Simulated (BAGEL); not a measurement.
**SiCl3F (trichlorofluorosilane): HF/6-31G(d) (density fitting with cc-pvqz-jkfit, spherical functions)**

What is the energy change on altering one bond length of SiCl3F (trichlorofluorosilane) at HF/6-31G* (density fitting with cc-pvqz-jkfit, spherical functions)? 

The calculation is run with BAGEL 1.2.2.

1 further run of the same task is left out (set aside as unsound or not needed).

## Step 1: The molecule

SiCl3F has 5 atoms, charge 0, and is taken as a singlet. SMILES: `F[Si](Cl)(Cl)Cl`. The shape is that of a PBE0-D4/def2-TZVP optimisation.

Bond lengths: F1–Si2 1.575 Å, Si2–Cl3 2.014 Å, Si2–Cl4 2.014 Å, Si2–Cl5 2.014 Å. Angles: F1–Si2–Cl3 108.4°, F1–Si2–Cl4 108.4°, F1–Si2–Cl5 108.4°, Cl3–Si2–Cl4 110.6°, Cl3–Si2–Cl5 110.6°, Cl4–Si2–Cl5 110.6°.

## Step 2: The energy at HF/6-31G(d) (density fitting with cc-pvqz-jkfit, spherical functions)

The input, calc.json:

```json
{ "bagel": [

{
  "title": "molecule",
  "basis": "6-31gs.json",
  "df_basis": "cc-pvqz-jkfit",
  "angstrom": true,
  "geometry": [
    { "atom": "F", "xyz": [    0.865040,   -0.916770,    1.050170 ] },
    { "atom": "Si", "xyz": [    0.034630,   -0.036690,    0.042040 ] },
    { "atom": "Cl", "xyz": [   -1.606480,    0.640470,    0.993830 ] },
    { "atom": "Cl", "xyz": [   -0.482630,   -1.187850,   -1.527970 ] },
    { "atom": "Cl", "xyz": [    1.189430,    1.500840,   -0.558060 ] }
  ]
},
{ "title": "hf" },
{ "title": "print", "file": "orbitals.molden", "orbitals": true }

]}
```

The basis set 6-31G* is read from a file made from the Basis Set Exchange's data (not shown).

On the command line:

```console
$ BAGEL_NUM_THREADS=1 BAGEL calc.json > calc.out
```

The program printed:

```text
* using 1 threads per process

  ===============================================================
  ===============================================================

  *** Geometry ***

  { "atom" : "F", "xyz" : [      1.634689,     -1.732444,      1.984534 ] },
  { "atom" : "Si", "xyz" : [      0.065441,     -0.069334,      0.079444 ] },
  { "atom" : "Cl", "xyz" : [     -3.035807,      1.210313,      1.878067 ] },
  { "atom" : "Cl", "xyz" : [     -0.912039,     -2.244711,     -2.887445 ] },
  { "atom" : "Cl", "xyz" : [      2.247697,      2.836177,     -1.054581 ] },

  Number of auxiliary basis functions:      698

  Since a DF basis is specified, we compute 2- and 3-index integrals:
    o Being stored without compression. Storage requirement is 0.041 GB

  Number of basis functions:       86
  Number of electrons      :       74

    * METHOD: MOLECULE                             0.39

  *** RHF ***

  === Nuclear Repulsion ===
   451.5872189602

      * DIIS with orbital gradients will be used.

  === RHF iteration (6-31gs.json) ===
      0      -1766.84958338          0.01570094           0.13
      1      -1766.95964632          0.01009062           0.12
      2      -1767.01494757          0.00077322           0.12
      3      -1767.01563454          0.00029990           0.12
      4      -1767.01571912          0.00005230           0.12
      5      -1767.01572234          0.00001315           0.12
      6      -1767.01572261          0.00000357           0.12
      7      -1767.01572263          0.00000057           0.12
      8      -1767.01572263          0.00000025           0.12
      9      -1767.01572263          0.00000007           0.12
     10      -1767.01572263          0.00000003           0.12
     11      -1767.01572263          0.00000001           0.12
    * SCF iteration converged.

    * Permanent dipole moment:
           (    0.067100,    -0.071155,     0.081487) a.u.

    * METHOD: HF                                   1.66

    * METHOD: PRINT                                0.01

  ===============================================================
```

Wall time 2.2 s (1 thread of Intel Xeon 6975P-C (Granite Rapids), shared host); peak memory 0.18 GiB.

## Step 3: The distorted shape

The input, calc.json:

```json
{ "bagel" : [

{
  "title" : "molecule",
  "basis" : "6-31gs.json",
  "df_basis" : "cc-pvqz-jkfit",
  "angstrom" : "true",
  "geometry" : [
    { "atom" : "F", "xyz" : [    1.485752,    0.464623,    2.934183 ] },
    { "atom" : "Si", "xyz" : [    0.655342,    1.344703,    1.926053 ] },
    { "atom" : "Cl", "xyz" : [   -0.985768,    2.021863,    2.877843 ] },
    { "atom" : "Cl", "xyz" : [   -0.482630,   -1.187850,   -1.527970 ] },
    { "atom" : "Cl", "xyz" : [    1.810142,    2.882233,    1.325953 ] }
  ]
},
{
  "title" : "hf"
},
{
  "title" : "print",
  "file" : "orbitals.molden",
  "orbitals" : "true"
}

]}
```

The basis set 6-31G* is read from a file made from the Basis Set Exchange's data (not shown).

On the command line:

```console
$ BAGEL_NUM_THREADS=1 BAGEL calc.json > calc.out
```

The program printed:

```text
* using 1 threads per process

  ===============================================================
  ===============================================================

  *** Geometry ***

  { "atom" : "F", "xyz" : [      2.807664,      0.878010,      5.544802 ] },
  { "atom" : "Si", "xyz" : [      1.238417,      2.541120,      3.639713 ] },
  { "atom" : "Cl", "xyz" : [     -1.862832,      3.820767,      5.438335 ] },
  { "atom" : "Cl", "xyz" : [     -0.912039,     -2.244711,     -2.887445 ] },
  { "atom" : "Cl", "xyz" : [      3.420673,      5.446631,      2.505688 ] },

  Number of auxiliary basis functions:      698

  Since a DF basis is specified, we compute 2- and 3-index integrals:
    o Being stored without compression. Storage requirement is 0.041 GB

  Number of basis functions:       86
  Number of electrons      :       74

    * METHOD: MOLECULE                             0.38

  *** RHF ***

  === Nuclear Repulsion ===
   369.0026546134

      * DIIS with orbital gradients will be used.

  === RHF iteration (6-31gs.json) ===
      0      -1766.50480830          0.01726327           0.13
      1      -1766.03103064          0.01917972           0.12
      2      -1766.68138245          0.00611442           0.12
      3      -1766.73032973          0.00345910           0.12
      4      -1766.75671343          0.00143283           0.13
      5      -1766.76741206          0.00083715           0.12
      6      -1766.77417455          0.00064060           0.12
      7      -1766.77482679          0.00024228           0.12
      8      -1766.77508142          0.00005045           0.12
      9      -1766.77508911          0.00001888           0.12
     10      -1766.77508965          0.00000611           0.12
     11      -1766.77508976          0.00000284           0.12
     12      -1766.77508978          0.00000156           0.12
     13      -1766.77508979          0.00000088           0.12
     14      -1766.77508980          0.00000071           0.12
     15      -1766.77508981          0.00000042           0.12
     16      -1766.77508981          0.00000023           0.12
     17      -1766.77508982          0.00000010           0.12
     18      -1766.77508982          0.00000002           0.12
     19      -1766.77508982          0.00000001           0.12
     20      -1766.77508982          0.00000001           0.12
    * SCF iteration converged.

    * Permanent dipole moment:
           (   -0.874297,    -2.565730,    -2.997391) a.u.

    * METHOD: HF                                   2.72

    * METHOD: PRINT                                0.01

  ===============================================================
```

Run time: 3.3 s. Hardware: 1 thread of Intel Xeon 6975P-C (Granite Rapids), shared host; peak memory 0.18 GiB.

## Step 4: Results

Level: HF/6-31G* (density fitting with cc-pvqz-jkfit, spherical functions).

| quantity | value |
| --- | --- |
| first shape: total energy | -1767.01572 Eh |
| first shape: dipole moment | 0.32 D |
| first shape: HOMO energy | -13.11 eV |
| first shape: LUMO energy | 3.63 eV |
| first shape: HOMO–LUMO gap | 16.74 eV |
| distorted shape: total energy | -1766.77509 Eh |
| distorted shape: dipole moment | 10.27 D |
| distorted shape: HOMO energy | -8.73 eV |
| distorted shape: LUMO energy | -4.09 eV |
| distorted shape: HOMO–LUMO gap | 4.64 eV |
| energy change with the Si2–Cl4 bond stretched from 2.014 to 4.432 Å | 6.548 eV |

In words: One bond (distorted shape) is far stretched, which a spin-restricted single reference describes badly; a broken-symmetry solution may lie lower. With the Si2–Cl4 bond stretched from 2.014 to 4.432 Å the energy rises by 6.55 eV (151 kcal/mol). The first shape isn't relaxed at this level, so the change isn't measured from a minimum. A restricted reference can't describe the breaking bond well at this length.
